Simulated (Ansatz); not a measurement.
# CH₅GaO₂Si: basis-set convergence

An exercise on one series of results from a longer session: the logs are not shown, and one member is left open.

Method: one geometry, several basis sets; program: Ansatz 0.2.0, Gaussian basis.

The runs, in order: PBE0-D4/def2-SVP; ωB97M-V/def2-SVP; PBE0-D4/def2-QZVPP; ωB97M-V/def2-QZVPP; the functionals' def2-TZVPP values are taken from earlier runs.

### The geometry

The geometry comes from an earlier relaxation with PBE0-D4 in a triple-zeta def2 set; it is a stationary point, not always the lowest conformer.

SMILES `O[SiH2][CH]1[O][GaH]1`, 10 atoms, charge 0, spin multiplicity 1.

Atoms are counted from 1 here; the program's logs count them from 0.

Bond lengths: O1–Si2 1.733 Å, O1–H6 0.962 Å, Si2–C3 1.827 Å, Si2–H7 1.484 Å, Si2–H8 1.489 Å, C3–O4 1.449 Å, C3–Ga5 1.947 Å, C3–H9 1.087 Å, O4–Ga5 1.858 Å, Ga5–H10 1.530 Å. Angles: Si2–O1–H6 116.8°, O1–Si2–C3 95.3°, O1–Si2–H7 107.5°, O1–Si2–H8 103.9°, C3–Si2–H7 116.1°, C3–Si2–H8 120.2°, H7–Si2–H8 110.9°, Si2–C3–O4 108.3°, Si2–C3–Ga5 94.2°, Si2–C3–H9 127.8°, O4–C3–Ga5 64.4°, O4–C3–H9 117.0°, Ga5–C3–H9 127.4°, C3–O4–Ga5 70.9°, C3–Ga5–O4 44.7°, C3–Ga5–H10 166.0°, O4–Ga5–H10 132.1°.

Set-up of the first run:

Contents of in.yaml:

```yaml
crystal:
  periodic: [false, false, false]
  atoms:
    - {symbol: O, position_ang: [-1.014672, 0.929249, 0.148227]}
    - {symbol: Si, position_ang: [-0.060066, -0.063510, 1.200305]}
    - {symbol: C, position_ang: [0.999371, -0.743297, -0.123610]}
    - {symbol: O, position_ang: [0.146067, -1.364643, -1.116129]}
    - {symbol: Ga, position_ang: [0.297031, 0.448928, -1.492992]}
    - {symbol: H, position_ang: [-1.961482, 0.760075, 0.133623]}
    - {symbol: H, position_ang: [0.607818, 0.833670, 2.175571]}
    - {symbol: H, position_ang: [-1.061678, -0.932376, 1.876816]}
    - {symbol: H, position_ang: [2.013349, -1.124788, -0.036406]}
    - {symbol: H, position_ang: [0.034253, 1.256684, -2.765417]}
basis:
  gaussian: {orbitals: def2-SVP}
hamiltonian: {xc: pbe0, dispersion: d4}
output: {orbitals: {seedname: orbitals}}
```

Run with:

```sh
$ ansatz run in.yaml --threads 4 --pin off --events-out ev --progress --plain --max-ram 10444MiB
```

Among the steps run: PBE0-D4 in def2-SVP; ωB97M-V in def2-SVP; PBE0-D4 in def2-QZVPP; ωB97M-V in def2-QZVPP.

One table of the session follows, with a row left open; its other results are not shown here.

It belongs to the step «Density functionals: the series». 

```
functional       basis  HOMO (eV)
   PBE0-D4    def2-SVP      -5.72
   PBE0-D4  def2-TZVPP      -5.80
   PBE0-D4  def2-QZVPP      -5.84
   ωB97M-V    def2-SVP          ?
   ωB97M-V  def2-TZVPP      -7.92
   ωB97M-V  def2-QZVPP      -7.96
```

Q: Estimate the row for ωB97M-V, def2-SVP from the others.

The run gave: HOMO (eV): -7.82. In the column «HOMO (eV)» it lies between ωB97M-V, def2-TZVPP (-7.92) and PBE0-D4, def2-QZVPP (-5.84).
